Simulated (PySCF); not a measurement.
# C6H14N2Si: magnetic properties

Programs: PySCF 2.14.0, with routines of our own; each step states its level. All values are computed. Atoms count from 0.

## 1. The starting structure

23 atoms, charge 0, multiplicity 1; geometry from: GFN2-xTB.

## 2. Magnetic properties: GIAO PBE0/pcSseg-1

Job settings and geometry (Å):

```
{"job": {"kind": "mag", "xc": "PBE0", "basis": "pcSseg-1", "isotopologues": 0}, "charge": 0, "multiplicity": 1}
Si     3.954253     0.378754     0.531849
N      2.389850     0.234720    -0.193224
N      1.380334    -0.308342     0.515167
C      0.206509    -0.475364     0.066485
C     -0.796878    -1.096482     0.994460
C     -2.018755    -0.186917     1.141200
C     -2.612924     0.130401    -0.227570
C     -1.569680     0.796499    -1.118420
C     -0.348658    -0.111409    -1.288751
H      4.754124     0.966370    -0.544589
H      4.446396    -0.943034     0.921139
H      3.886310     1.256660     1.701238
H      2.190268     0.533509    -1.144198
H     -0.325470    -1.271398     1.961320
H     -1.116344    -2.059387     0.584268
H     -2.766124    -0.673865     1.771365
H     -1.717158     0.741615     1.630885
H     -2.954486    -0.794291    -0.699624
H     -3.477110     0.788833    -0.115226
H     -1.999515     1.022159    -2.097580
H     -1.254859     1.739245    -0.663965
H      0.395626     0.388346    -1.913917
H     -0.650462    -1.029640    -1.802236
```

Level: GIAO PBE0/pcSseg-1 magnetisability, rotational g tensor and spin-rotation constants, non-relativistic, gas phase.

The run is started by

```
$ OMP_NUM_THREADS=1 python excited_run.py task.json out
```

The driver reads the jobs from task.json and runs them one after another.

Q: Estimate the wall time and peak memory of this first job on 1 thread of Intel Xeon at 2.50GHz, shared host.

About 2.6 min, with a peak of 1.1 GiB.
